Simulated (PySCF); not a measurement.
# H9LaN3 (La(NH3)33+): the cost of one run

Computed with PySCF 2.14.0. Level: PBE0, La lcecp-1-SVP with ECP46, N def2-SVP, H def2-SVP; scalar-relativistic core potentials, no spin–orbit coupling.

1 further run of the same task is left out (for a known fault of the program).

## Step 1: Where the work starts

13 atoms, charge 3, spin multiplicity 1.

Bond lengths: La1–N2 2.620 Å, La1–N6 2.620 Å, La1–N10 2.620 Å, N2–H3 1.020 Å, N2–H4 1.020 Å, N2–H5 1.020 Å, N6–H7 1.020 Å, N6–H8 1.020 Å, N6–H9 1.020 Å, N10–H11 1.020 Å, N10–H12 1.020 Å, N10–H13 1.020 Å. Angles: N2–La1–N6 120.0°, N2–La1–N10 120.0°, N6–La1–N10 120.0°, La1–N2–H3 113.0°, La1–N2–H4 113.0°, La1–N2–H5 113.0°, H3–N2–H4 105.8°, H3–N2–H5 105.8°, H4–N2–H5 105.8°, La1–N6–H7 113.0°, La1–N6–H8 113.0°, La1–N6–H9 113.0°, H7–N6–H8 105.8°, H7–N6–H9 105.8°, H8–N6–H9 105.8°, La1–N10–H11 113.0°, La1–N10–H12 113.0°, La1–N10–H13 113.0° and more.

As a file:

```csv
atom,x (Å),y (Å),z (Å)
La1,0.00000,0.00000,0.00000
N2,2.62000,0.00000,0.00000
H3,3.01800,-0.46960,0.81330
H4,3.01800,-0.46960,-0.81330
H5,3.01800,0.93920,0.00000
N6,-1.31000,2.26900,0.00000
H7,-1.10230,2.84840,0.81330
H8,-1.10230,2.84840,-0.81330
H9,-2.32230,2.14400,0.00000
N10,-1.31000,-2.26900,0.00000
H11,-1.91560,-2.37880,0.81330
H12,-1.91560,-2.37880,-0.81330
H13,-0.69560,-3.08320,0.00000
```

Formal oxidation states: La +3. The 4f shell is empty and lies in the core potential.

## Step 2: SCF at the start, singlet

The input, run.py (the lines that set the calculation):

```python
mol = gto.M(atom='''
La     0.00000     0.00000     0.00000
N      2.62000     0.00000     0.00000
H      3.01800    -0.46960     0.81330
H      3.01800    -0.46960    -0.81330
H      3.01800     0.93920     0.00000
N     -1.31000     2.26900     0.00000
H     -1.10230     2.84840     0.81330
H     -1.10230     2.84840    -0.81330
H     -2.32230     2.14400     0.00000
N     -1.31000    -2.26900     0.00000
H     -1.91560    -2.37880     0.81330
H     -1.91560    -2.37880    -0.81330
H     -0.69560    -3.08320     0.00000''',
    basis={'La': 'lcecp-1-SVP', 'N': 'def2-SVP', 'H': 'def2-SVP'},
    ecp={'La': 'lcecp-1-SVP'},
    charge=3, spin=0)
mf = dft.RKS(mol, xc='PBE0')
mf.grids.atom_grid = (50, 194)  # f atoms: unpruned, at least (60, 302)
mf = mf.density_fit()  # fitting sets: La AutoAux, N def2-universal-JKFIT, H def2-universal-JKFIT
mf.conv_tol = 1e-08; mf.max_cycle = 55
mf.kernel(dm0)  # dm0: free metal ions and neutral atoms
```

Command:

```sh
$ OMP_NUM_THREADS=2 python run.py
```

What time and memory should one allow on 2 threads of Arm Neoverse V1, shared host?

About 4.4 s, with a peak of 0.78 GiB.
